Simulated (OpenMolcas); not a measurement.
# Mo³⁺ among point charges: CASSCF levels and susceptibility

Aim: the splitting of the states of Mo³⁺ in the field of 6 point charges, its lowest levels with spin-orbit coupling and its magnetic susceptibility.

Program: OpenMolcas 26.06. Level of theory: state-averaged CASSCF, spin-orbit coupling by RASSI with atomic mean-field integrals. These are calculated values, not measurements, unless marked.

1 further run of the same task is left out (it didn't finish).

**1. The system**

```
Species                           : Mo³⁺ (molybdenum, Z = 42, 39 electrons)
Basis                             : ANO-RCC-VDZP [6s5p3d1f], 43 functions
Scalar Hamiltonian                : DKH2, point nucleus
Inactive shells                   : 1s 2s 2p 3s 3p 3d 4s 4p
Active space                      : 3 electrons in 5 orbitals (4d)
Some configurations of this space : 4d3
Orbitals                          : optimised for each spin and parity, averaged over all roots
```

The outer shells:

4d3
```
4d [↑ ][↑ ][↑ ][  ][  ]
```

The ion sits among 6 point charges of -1.7 e arranged as a tetragonal octahedron (D4h), 1.99 Å from the ion, with the axial distance 2.308 Å. The active orbitals were held to one l.

Each step is its own input file, run in one work folder so that later steps find the files of earlier ones. Labels, J, g values, rates, χT and fits are worked out afterwards by a script from the matrices that RASSI stores. The input lists half of the charges; inversion (Group=XYZ) makes the rest.

**2. One- and two-electron integrals**

File a.inp:

```
&GATEWAY
Coord
1

Mo 0.0 0.0 0.0
Basis=ANO-RCC-VDZP
Group=XYZ
NoMove
AngMom=0.0 0.0 0.0
AMFI
XField
3 Angstrom 0
1.990000 0.000000 0.000000 -1.700000
0.000000 1.990000 0.000000 -1.700000
0.000000 0.000000 2.308400 -1.700000
&SEWARD
```

**3. Reference wave functions, quartets of even parity, 10 roots**

File a.inp:

```
&RASSCF
FileOrb=start.orb
Symmetry=1
Spin=4
nActEl=3 0 0
Inactive=9 9
Ras2=5 0
CIRoot=10 10 1
SDav=10
CIMx=300
Iter=120 100
PrWF=0.3
OrbListing=Nothing
MaxOrb=0
SupSym
1
15 4 5 6 7 8 10 11 12 13 14 17 18 19 20 21
0
>>> COPY $Project.JobIph JOB001
```

start.orb holds the contracted functions of the basis, ordered by shell, or the orbitals of the step before.

**4. CASSCF: doublets of even parity, 40 roots**

File a.inp:

```
&RASSCF
FileOrb=start.orb
Symmetry=1
Spin=2
nActEl=3 0 0
Inactive=9 9
Ras2=5 0
CIRoot=40 40 1
SDav=40
CIMx=300
Iter=120 100
PrWF=0.3
OrbListing=Nothing
MaxOrb=0
SupSym
1
15 4 5 6 7 8 10 11 12 13 14 17 18 19 20 21
0
>>> COPY $Project.JobIph JOB002
```

**5. RASSI: spin-orbit coupling between the states**

File a.inp:

```
&RASSI
NrOfJobIphs=2 10 40
1 2 3 4 5 6 7 8 9 10
1 2 3 4 5 6 7 8 9 10 11 12 13 14 15 16 17 18 19 20 21 22 23 24 25 26 27
28 29 30 31 32 33 34 35 36 37 38 39 40
IphNames
JOB001
JOB002
EJob
SpinOrbit
DIPRint=1.0
SOCoupling=1000.0
Subsets=2
Property=9
'ANGMOM' 1 'ANGMOM' 2 'ANGMOM' 3 'MLTPL  1' 1 'MLTPL  1' 2 'MLTPL  1' 3
'AMFI' 1 'AMFI' 2 'AMFI' 3
SOProperty=3
'ANGMOM' 1 'ANGMOM' 2 'ANGMOM' 3
```

Q: Predict the outcome of this session. Wanted: spin-free ground state; first state of the same spin within the active space; lowest level; next level.

**Answer**, as computed:

```
                                            quantity                              value
                                              method                             CASSCF
                              spin-free ground state    4B1, 1-fold in its orbital part
first state of the same spin within the active space                    4E at 8870 cm⁻¹
                                        lowest level  2-fold E3/2, g = 1.81, 3.53, 3.53
                                          next level                          14.8 cm⁻¹
                                         χT at 300 K                     1.54 cm³ K/mol
                           effective moment at 300 K                            3.51 μB
```

What this shows: The spin-free ground state (4B1) comes to 100 % from free-ion F terms and keeps the highest spin of the shell. χT at 300 K is 1.54, against 1.88 cm³ K/mol for the spin alone, so spin-orbit coupling lowers it. The field of point charges can differ much from that of real complexes. Point charges carry no covalency, so the field is a model and not that of real ligands.
